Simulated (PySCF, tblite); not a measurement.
# C₅H₁₄BN: geometry, infrared bands and NMR shifts

Aim: predict the infrared bands and NMR shifts of C₅H₁₄BN (`C[C@@H]1C[BH2-][N+]1(C)C`).

Programs: tblite 0.8.0 and PySCF 2.14.0, with density-fitted response routines of our own. Each step states its level of theory. These are calculated values for one molecule in the gas phase, unless marked as measured. Atoms are numbered from 0 throughout.

**1. Starting geometry**

21 atoms, charge 0, multiplicity 1; geometry from: force field or distance geometry start.

Bonds of the start (Å): C0–C1 1.50, C1–C2 1.49, C2–B3 1.58, B3–N4 1.53, N4–C5 1.44, N4–C6 1.44, N4–C1 1.43, C0–H7 1.12, C0–H8 1.11, C0–H9 1.12, C1–H10 1.12, C2–H11 1.12, C2–H12 1.09, B3–H13 1.19, B3–H14 1.17, C5–H15 1.11, C5–H16 1.12, C5–H17 1.12, C6–H18 1.10, C6–H19 1.13, C6–H20 1.11.

**2. Geometry optimisation with GFN2-xTB**

Job settings and geometry (Å):

```
{"job": {"kind": "relax", "xc": "GFN2-xTB", "basis": "xTB"}, "charge": 0, "multiplicity": 1}
C     -1.292900    -1.506000     0.186000
C     -0.857700    -0.075400     0.290900
C     -1.327400     0.857000    -0.767500
B      0.138400     1.442100    -0.702500
N      0.535500     0.192900     0.095900
C      1.181000     0.450300     1.362700
C      1.285800    -0.716300    -0.727500
H     -1.758100    -1.818600     1.152600
H     -0.465000    -2.203100    -0.070100
H     -2.082800    -1.669600    -0.589000
H     -1.145100     0.319400     1.303900
H     -2.092500     1.607200    -0.429700
H     -1.644900     0.416300    -1.715000
H      0.192500     2.390500     0.016200
H      0.684600     1.625100    -1.721400
H      2.214000     0.837400     1.250900
H      0.589200     1.167700     1.986800
H      1.208600    -0.516300     1.921700
H      0.727500    -1.075400    -1.607800
H      1.734500    -1.562500    -0.131700
H      2.165800    -0.145800    -1.106000
```

The run is started by

```sh
> OMP_NUM_THREADS=1 python probes_run.py task.json out
```

One launch serves the whole session: the jobs run in the order shown.

**Question.** This job is followed by: GFN2-xTB harmonic vibrations, gas phase; GIAO PBE0/pcSseg-1 NMR shielding, non-relativistic, gas phase. What will the session give for the following? strongest single infrared mode (GFN2-xTB); zero-point energy (GFN2-xTB); ¹³C shifts against TMS (PBE0/pcSseg-1); ¹H shifts against TMS (PBE0/pcSseg-1, means over atoms taken as alike); ¹¹B shifts against BF3·OEt2 (PBE0/pcSseg-1); ¹⁵N shifts against NH3 (PBE0/pcSseg-1); surface potential, 1st and 99th percentile.

**Answer**, as computed:

| quantity | value |
| --- | --- |
| strongest single infrared mode (GFN2-xTB) | 2490 cm⁻¹, 235 km/mol |
| zero-point energy (GFN2-xTB) | 117.9 kcal/mol |
| ¹³C shifts against TMS (PBE0/pcSseg-1) | 65.0, 51.0, 42.9, 18.4, 13.4 ppm |
| ¹H shifts against TMS (PBE0/pcSseg-1, means over atoms taken as alike) | 3.52, 2.84, 2.61, 2.39, 2.29, 1.11, 1.00, 0.64 ppm |
| ¹¹B shifts against BF3·OEt2 (PBE0/pcSseg-1) | -9.2 ppm |
| ¹⁵N shifts against NH3 (PBE0/pcSseg-1) | 52.4 ppm |
| surface potential, 1st and 99th percentile | -1.48 V and 1.11 V |

The optimisation took 127 steps and gained 0.787 eV; among the close pairs (by a distance rule), B3–N4 changed most, from 1.535 to 1.671 Å. All 57 modes are real, so the xTB geometry is a minimum. The strongest single mode, at 2490 cm⁻¹, moves mainly H13. GFN2-xTB is a fitted tight-binding method: band positions and strengths are rough. Its intensities can rank the bands wrongly. C1 (sp3 CH bonded to N) lies farthest downfield among carbon, at 65.0 ppm; deshielded by the electronegative neighbour. H10 (hydrogen on an sp3 CH bonded to N) lies farthest downfield among hydrogen, at 3.52 ppm; its carbon carries N, an electronegative neighbour. At PBE0/pcSseg-1: Shielding is most anisotropic at C5 (span 85 ppm, paramagnetic term -111 ppm).
